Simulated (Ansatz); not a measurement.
**C6H8Sn: small, medium and large basis sets**

Aim: see how fast density functionals converge with the basis set for C6H8Sn.

The runs use Ansatz 0.2.0, Gaussian basis; one geometry, several basis sets.

Levels to be run: PBE0-D4/def2-SVP; ωB97M-V/def2-SVP; PBE0-D4/def2-QZVPP; ωB97M-V/def2-QZVPP; the functionals' def2-TZVPP values are taken from earlier runs.

### Step 1. The geometry

All runs share one geometry, relaxed beforehand with PBE0-D4 in a triple-zeta def2 set. Sn takes the def2 core potential; no spin-orbit term is included.

SMILES `[SnH3][c]1ccccc1`, 15 atoms, charge 0, spin multiplicity 1.

Atoms are counted from 1 here; the program's logs count them from 0.

Bond lengths: Sn1–C2 2.131 Å, Sn1–H8 1.709 Å, Sn1–H9 1.708 Å, Sn1–H10 1.708 Å, C2–C3 1.394 Å, C2–C7 1.393 Å, C3–C4 1.388 Å, C3–H11 1.086 Å, C4–C5 1.387 Å, C4–H12 1.084 Å, C5–C6 1.387 Å, C5–H13 1.084 Å, C6–C7 1.388 Å, C6–H14 1.084 Å, C7–H15 1.086 Å. Angles: C2–Sn1–H8 110.7°, C2–Sn1–H9 108.8°, C2–Sn1–H10 109.3°, H8–Sn1–H9 109.0°, H8–Sn1–H10 108.7°, H9–Sn1–H10 110.4°, Sn1–C2–C3 120.9°, Sn1–C2–C7 120.6°, C3–C2–C7 118.6°, C2–C3–C4 120.8°, C2–C3–H11 120.3°, C4–C3–H11 118.9°, C3–C4–C5 120.0°, C3–C4–H12 119.9°, C5–C4–H12 120.1°, C4–C5–C6 119.8°, C4–C5–H13 120.1°, C6–C5–H13 120.1° and more.

### Step 2. PBE0-D4 in def2-SVP

File in.yaml:

```yaml
crystal:
  periodic: [false, false, false]
  atoms:
    - {symbol: Sn, position_ang: [-1.119245, 0.074574, 2.397328]}
    - {symbol: C, position_ang: [-0.220354, 0.005021, 0.466506]}
    - {symbol: C, position_ang: [0.943589, -0.728878, 0.246158]}
    - {symbol: C, position_ang: [1.534581, -0.763290, -1.008824]}
    - {symbol: C, position_ang: [0.967195, -0.063123, -2.062911]}
    - {symbol: C, position_ang: [-0.192561, 0.668849, -1.858564]}
    - {symbol: C, position_ang: [-0.781336, 0.701141, -0.602204]}
    - {symbol: H, position_ang: [-0.396086, 1.289424, 3.357209]}
    - {symbol: H, position_ang: [-2.780817, 0.425517, 2.217308]}
    - {symbol: H, position_ang: [-0.910389, -1.432663, 3.172652]}
    - {symbol: H, position_ang: [1.400915, -1.288306, 1.056505]}
    - {symbol: H, position_ang: [2.439660, -1.340075, -1.163913]}
    - {symbol: H, position_ang: [1.427496, -0.090206, -3.044073]}
    - {symbol: H, position_ang: [-0.642347, 1.215512, -2.680002]}
    - {symbol: H, position_ang: [-1.692199, 1.275501, -0.463773]}
basis:
  gaussian: {orbitals: def2-SVP}
hamiltonian: {xc: pbe0, dispersion: d4}
output: {orbitals: {seedname: orbitals}}
```

Further steps of the session: ωB97M-V in def2-SVP; PBE0-D4 in def2-QZVPP; ωB97M-V in def2-QZVPP.

Before running them: what should the planned runs give, taken together? Wanted: PBE0-D4: double and triple zeta above quadruple; ωB97M-V: double and triple zeta above quadruple.

**Answer**, as computed:

| quantity | value |
| --- | --- |
| PBE0-D4: double and triple zeta above quadruple | 7.33, 0.38 eV |
| ωB97M-V: double and triple zeta above quadruple | 7.65, 0.36 eV |

PBE0-D4 gains 6.95 eV from double to triple zeta, then 0.38 eV more. Total energies overstate the basis error of differences, where much of it tends to cancel.
